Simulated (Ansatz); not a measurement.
**BGeH₅O₂S: a ladder of functionals and wavefunction methods**

One table from this session's results is given with a row withheld; the runs are named, their logs left out.

The runs use Ansatz 0.2.0, Gaussian basis; functionals in def2-TZVPP, the program's frozen cores in correlated methods.

Levels to be run: LDA (SPW92), PBE-D4, revPBE-D4, BLYP-D4, r2SCAN-D4, B97M-V, PBE0-D4, B3LYP-D4, r2SCANh-D4, r2SCAN0-D4, HSE06-D4, BHLYP-D4, CAM-B3LYP-D4, LC-ωPBE, ωB97X-V, ωB97M-V, B2PLYP, PBE-QIDH; CCSD(T)/def2-SVP; CCSD(T)/def2-TZVPP; MP2/def2-QZVPP; extrapolation to the limit; RPA on PBE.

## The geometry

All runs share one geometry, relaxed beforehand with PBE0-D4 in a triple-zeta def2 set.

10 atoms, charge 0, spin multiplicity 1.

Atoms are counted from 1 here; the program's logs count them from 0.

Bond lengths: O1–B2 1.355 Å, O1–H6 0.960 Å, B2–O3 1.357 Å, B2–S4 1.850 Å, O3–H7 0.959 Å, S4–Ge5 2.218 Å, Ge5–H8 1.544 Å, Ge5–H9 1.531 Å, Ge5–H10 1.535 Å. Angles: B2–O1–H6 114.7°, O1–B2–O3 116.5°, O1–B2–S4 125.5°, O3–B2–S4 118.0°, B2–O3–H7 113.8°, B2–S4–Ge5 103.0°, S4–Ge5–H8 109.2°, S4–Ge5–H9 106.8°, S4–Ge5–H10 110.8°, H8–Ge5–H9 109.8°, H8–Ge5–H10 109.2°, H9–Ge5–H10 111.1°.

Set-up of the first run:

File in.yaml:

```yaml
crystal:
  periodic: [false, false, false]
  atoms:
    - {symbol: O, position_ang: [0.281321, -0.155917, -1.769833]}
    - {symbol: B, position_ang: [0.562957, -1.029449, -0.772389]}
    - {symbol: O, position_ang: [1.338943, -2.093579, -1.100127]}
    - {symbol: S, position_ang: [-0.045647, -0.903316, 0.969946]}
    - {symbol: Ge, position_ang: [-0.693329, 1.212322, 1.120504]}
    - {symbol: H, position_ang: [-0.356884, 0.522959, -1.540747]}
    - {symbol: H, position_ang: [1.566154, -2.651034, -0.354017]}
    - {symbol: H, position_ang: [-1.406113, 1.619035, -0.187521]}
    - {symbol: H, position_ang: [-1.676139, 1.292358, 2.291970]}
    - {symbol: H, position_ang: [0.511838, 2.135420, 1.345114]}
basis:
  gaussian: {orbitals: def2-TZVPP}
hamiltonian: {xc: lda}
output: {orbitals: {seedname: orbitals}}
```

Among the steps run: LDA; PBE-D4 (GGA); revPBE-D4 (GGA); BLYP-D4 (GGA); r2SCAN-D4 (meta-GGA); B97M-V (meta-GGA); PBE0-D4 (hybrid); B3LYP-D4 (hybrid); r2SCANh-D4 (hybrid); r2SCAN0-D4 (hybrid); HSE06-D4 (hybrid); BHLYP-D4 (hybrid); CAM-B3LYP-D4 (range-separated); LC-ωPBE-D4 (range-separated; the results give it without D4); ωB97X-V (range-separated); ωB97M-V (range-separated); B2PLYP (double hybrid); PBE-QIDH (double hybrid).

One table of the session follows, with a row left open; its other results are not shown here.

It belongs to the step «Orbital energies across the functionals». 

| functional | HOMO (eV) | gap (eV) |
| --- | --- | --- |
| LDA (SPW92) | ? | ? |
| PBE-D4 | -6.35 | 5.11 |
| revPBE-D4 | -6.30 | 5.17 |
| BLYP-D4 | -6.19 | 5.02 |
| r2SCAN-D4 | -6.65 | 5.73 |
| B97M-V | -6.77 | 5.78 |
| PBE0-D4 | -7.60 | 7.24 |
| B3LYP-D4 | -7.35 | 6.71 |
| r2SCANh-D4 | -7.11 | 6.49 |
| r2SCAN0-D4 | -7.79 | 7.62 |
| HSE06-D4 | -7.20 | 6.47 |
| BHLYP-D4 | -8.69 | 9.22 |
| CAM-B3LYP-D4 | -8.90 | 9.50 |
| LC-ωPBE | -10.28 | 12.11 |
| ωB97X-V | -9.93 | 11.62 |
| ωB97M-V | -9.75 | 11.20 |

Estimate the missing values for LDA (SPW92).

**Answer.** HOMO (eV): -6.47; gap (eV): 4.96. In the column «HOMO (eV)» it lies between r2SCAN-D4 (-6.65) and PBE-D4 (-6.35).
